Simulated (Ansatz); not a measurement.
ClH₃OSn, SMILES [OH][SnH2][Cl], a rigid scan of one bond angle

Computed with the Python package of Ansatz (0.2.0).

`bend_clh3osn.py`:
```python
"""Energy of ClH3OSn against one bond angle."""

import ansatz as az
from ase import Atoms

BASIS_SET = "def2-SVP"
FUNCTIONAL = "b3lyp"
DISPERSION = "d4"
FMAX = 0.02


def main() -> None:
    atoms = Atoms(["O", "Sn", "Cl", "H", "H", "H"], positions=[
        (-1.0937, -1.0864, -0.4597),
        (0.2996, 0.1706, 0.1265),
        (2.077, -1.0969, 0.929),
        (-1.7814, -0.4255, -0.7996),
        (0.8409, 1.1441, -1.2401),
        (-0.3004, 1.2301, 1.3978),
    ])

    # start the scan from a relaxed geometry
    first = (
        az.Crystal.molecule_from_ase(atoms).calculation()
        .basis(gaussian=BASIS_SET)
        .functional(FUNCTIONAL, dispersion=DISPERSION)
        .relax(force_tolerance=FMAX, max_steps=80)
    )
    atoms.positions = first.run(threads=1, pin="off").report["positions_ang"]

    rows = []
    for angle in [85, 95, 105, 115, 125, 140, 160]:
        bent = atoms.copy()
        bent.set_angle(1, 0, 3, angle, indices=[3])
        job = (
            az.Crystal.molecule_from_ase(bent).calculation()
            .basis(gaussian=BASIS_SET)  # atom-centred Gaussian functions
            .functional(FUNCTIONAL, dispersion=DISPERSION)
        )
        rows.append((angle, job.run(threads=1, pin="off").report["free_energy_ev"]))
    floor = min(e for _, e in rows)
    for angle, e in rows:
        print(f"angle Sn1-O0-H3 = {angle:3d} deg   {1000 * (e - floor):9.1f} meV")


if __name__ == "__main__":
    main()
```

Running `python bend_clh3osn.py` prints:
```text
angle Sn1-O0-H3 =  85 deg       367.6 meV
angle Sn1-O0-H3 =  95 deg       136.8 meV
angle Sn1-O0-H3 = 105 deg        23.3 meV
angle Sn1-O0-H3 = 115 deg         0.0 meV
angle Sn1-O0-H3 = 125 deg        43.4 meV
angle Sn1-O0-H3 = 140 deg       186.4 meV
angle Sn1-O0-H3 = 160 deg       412.1 meV
```

Reading the output:
- The settings weren't tested for convergence.
- The scan is rigid, and the energies are electronic, in a modest basis. The zero is the lowest point of the grid, which needn't be the minimum.
- def2 sets replace the cores of elements past krypton by effective core potentials.
- b3lyp holds the VWN-RPA fit, as in Gaussian; the form of ORCA and Turbomole is b3lyp5.
- Hardware and time: 77 s on 1 thread of Arm Neoverse V2, on a shared host, peak memory 0.22 GiB.
